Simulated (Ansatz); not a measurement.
# C₃H₅I: up Jacob's ladder to CCSD(T)

How much do the methods differ for C₃H₅I? The plan is to run it at one geometry with functionals of several rungs and with coupled cluster. The yardstick is the atomisation energy at the CCSD(T) limit.

The runs use Ansatz 0.2.0, Gaussian basis; functionals in def2-TZVPP, the program's frozen cores in correlated methods.

The runs, in order: PBE-D4, r2SCAN-D4, PBE0-D4, B3LYP-D4, ωB97X-V, ωB97M-V, B2PLYP; CCSD(T)/def2-TZVPP; CCSD(T)/def2-QZVPP; extrapolation to the limit.

## 1. Structure used throughout

An earlier PBE0-D4 in a triple-zeta def2 set relaxation fixed the geometry. I takes the def2 core potential; no spin-orbit term is included.

9 atoms, charge 0, spin multiplicity 1.

Atoms are counted from 1 here; the program's logs count them from 0.

Bond lengths: C1–C2 1.327 Å, C1–H5 1.085 Å, C1–H6 1.083 Å, C2–C3 1.475 Å, C2–H7 1.087 Å, C3–I4 2.166 Å, C3–H8 1.087 Å, C3–H9 1.088 Å. Angles: C2–C1–H5 121.4°, C2–C1–H6 121.4°, H5–C1–H6 117.1°, C1–C2–C3 123.6°, C1–C2–H7 120.0°, C3–C2–H7 116.4°, C2–C3–I4 111.0°, C2–C3–H8 112.9°, C2–C3–H9 113.1°, I4–C3–H8 105.4°, I4–C3–H9 103.4°, H8–C3–H9 110.3°.

## 2. PBE-D4 (GGA)

in.yaml

```yaml
crystal:
  periodic: [false, false, false]
  atoms:
    - {symbol: C, position_ang: [0.375855, 1.311832, -0.472371]}
    - {symbol: C, position_ang: [0.090356, 0.376769, 0.424668]}
    - {symbol: C, position_ang: [-0.507071, -0.927475, 0.081762]}
    - {symbol: I, position_ang: [0.882367, -2.542424, 0.470241]}
    - {symbol: H, position_ang: [0.196672, 1.154111, -1.531213]}
    - {symbol: H, position_ang: [0.798832, 2.265042, -0.179294]}
    - {symbol: H, position_ang: [0.291332, 0.553899, 1.477810]}
    - {symbol: H, position_ang: [-0.762152, -1.012743, -0.971719]}
    - {symbol: H, position_ang: [-1.366182, -1.179011, 0.700128]}
basis:
  gaussian: {orbitals: def2-TZVPP}
hamiltonian: {xc: pbe, dispersion: d4}
output: {forces: true, orbitals: {seedname: orbitals}}
```

The run is started by

```
ansatz run in.yaml --threads 2 --pin off --events-out ev --progress --plain --max-ram 32768MiB --backend cpu
```

Further steps of the session: r2SCAN-D4 (meta-GGA); PBE0-D4 (hybrid); B3LYP-D4 (hybrid); ωB97X-V (range-separated); ωB97M-V (range-separated); B2PLYP (double hybrid); CCSD(T) in def2-TZVPP; CCSD(T) in def2-QZVPP.

**Question.** What will the summary of the whole plan be? Wanted: atomisation energy, CCSD(T)/CBS; farthest; mean size of error, hybrid; mean size of error, range-separated; gap, smallest and largest; T1 diagnostic; triples share of the correlation energy.

The runs gave:

| quantity | value |
| --- | --- |
| atomisation energy, CCSD(T)/CBS | 3424.2 kJ/mol |
| functionals within 34.2 kJ/mol (1.0 %) | r2SCAN-D4, PBE0-D4, B3LYP-D4, ωB97X-V, ωB97M-V |
| farthest | PBE-D4 (+83.3 kJ/mol) |
| mean size of error, hybrid | 14.0 kJ/mol |
| mean size of error, range-separated | 13.5 kJ/mol |
| gap, smallest and largest | 3.92 eV (PBE-D4), 10.33 eV (ωB97X-V) |
| T1 diagnostic | 0.0093 |
| triples share of the correlation energy | 3.3 % |

What this shows: PBE-D4 is off by +83.3 kJ/mol. Double hybrids carry the basis error of their MP2 part in triple zeta, and no dispersion term here, so their miss is partly the set-up's. Misses under about 34.2 kJ/mol are within the doubt on the reference itself, which lacks core-valence correlation, spin-orbit coupling and higher excitations, and its outer-core shells are covered unevenly. All levels share the lack of spin-orbit coupling, which lowers the free heavy atoms and so the true binding. Hartree-Fock recovers 74 % of the binding; the rest is correlation. The gap grows from 3.9 to 10.3 eV across the functionals, mostly with the share of exact exchange. Correlated methods include outer-core shells of I, which these sets cover unevenly.
